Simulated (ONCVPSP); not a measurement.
# Tellurium: generating and testing an ONCV potential

Do these settings give a usable potential? It is generated, then checked for transferability, scattering, ghosts and hardness.

Program: ONCVPSP 4.0.1. Reference atom: PBE, fully relativistic, spherical and spin-unpolarised. All values are calculated.

## Step 1: The design

The settings as typed:

| Quantity | Value |
| --- | --- |
| element | tellurium (Te, Z = 52) |
| type | optimised norm-conserving Vanderbilt (ONCV) |
| frozen core | [Kr] 4d10 |
| valence charge | 6 |
| reference configuration | 5s2 5p4 |
| partial waves | 5s: rc 1.85 bohr, ncon 4, nbas 9, qcut 3.7 1/bohr, 3 projectors, debl 1.6 Ha; 5p: rc 2.30 bohr, ncon 4, nbas 7, qcut 3 1/bohr, 2 projectors, debl 3.9 Ha |
| local potential | polynomial inside 1.70 bohr (lpopt 5, dvloc0 2 Ha) |
| core correction | not asked for |

The nodes and maxima of the atom's own shells, from an earlier all-electron run, set the scale for the radii.

All-electron outer shells of the reference configuration (PBE, scalar-relativistic, ld1.x):

```tsv
shell	level (eV)	outermost node (bohr)	outermost maximum (bohr)
4p	-114.41	0.38	0.74
4d	-41.65	0.36	0.81
5s	-15.11	0.91	1.80
5p	-5.95	1.00	2.17
```

## Step 2: The generation run

Input file Te.dat:

```
# ATOM AND REFERENCE CONFIGURATION
# atsym  z   nc   nv     iexc    psfile
  Te 52.00    9    2        4      upf
#
#   n    l    f
    1    0    2.00
    2    0    2.00
    2    1    6.00
    3    0    2.00
    3    1    6.00
    3    2   10.00
    4    0    2.00
    4    1    6.00
    4    2   10.00
    5    0    2.00
    5    1    4.00
#
# PSEUDOPOTENTIAL AND OPTIMIZATION
# lmax
    1
#
#   l,   rc,      ep,       ncon, nbas, qcut
    0    1.85    0.00    4    9    3.70
    1    2.30    0.00    4    7    3.00
#
# LOCAL POTENTIAL
# lloc, lpopt,  rc(5),   dvloc0
    4    5    1.70    2.00
#
# VANDERBILT-KLEINMAN-BYLANDER PROJECTORs
# l, nproj, debl
    0    3    1.60
    1    2    3.90
#
# MODEL CORE CHARGE
# icmod, fcfact, rcfact
    0    0.00    0.00
#
# LOG DERIVATIVE ANALYSIS
# epsh1, epsh2, depsh
   -2.00    5.00    0.02
#
# OUTPUT GRID
# rlmax, drl
    6.00    0.01
#
# TEST CONFIGURATIONS
# ncnf
    4
# nvcnf
#   n    l    f
    2
    5    0    2.00
    5    1    3.00
#
    2
    5    0    2.00
    5    1    2.00
#
    2
    5    0    2.00
    5    1    1.00
#
    2
    5    0    2.00
    5    1    0.00
#
```

On the command line:

```bash
$ oncvpspr.x < Te.dat > Te.out
```

**Question.** What will these runs give? Wanted: cutoffs for 1 and 0.1 mHa per electron, occupied waves; bound ghosts; GHOST(+) flags; largest test error; largest phase difference near zero energy, channels read.

As calculated:

| quantity | value |
| --- | --- |
| cutoffs for 1 and 0.1 mHa per electron, occupied waves | 11 Ha and 54 Ha |
| bound ghosts | none found |
| GHOST(+) flags | s at 117 eV, s at 1439 eV (1 near or above the test basis's cutoff) |
| largest test error (AE − PS) | -100 meV, for 5s2 5p0 |
| largest phase difference near zero energy, channels read | 0.001 rad |

The worst unpolarised test, 5s2 5p0, is off by 100 meV on 91.1 eV; by total energies transferability rates as fair for so large an energy. That test lies far up in energy; among those under 40 eV, nearer to bonding, the largest error is 27 meV. The potential is soft on the atom at that tolerance: the looser tolerance needs 11 Ha. The tighter tolerance needs 54 Ha, and converged work needs a cutoff nearer that. At the looser tolerance the 5p wave is the slowest; 5s needs 9 Ha. The program's ghost test flags no bound state. Near zero energy the phases of the channels with partial waves agree within 0.001 rad. The program also flags highly localised states, GHOST(+) (s). These are tests on the free atom; a crystal test is still owed.
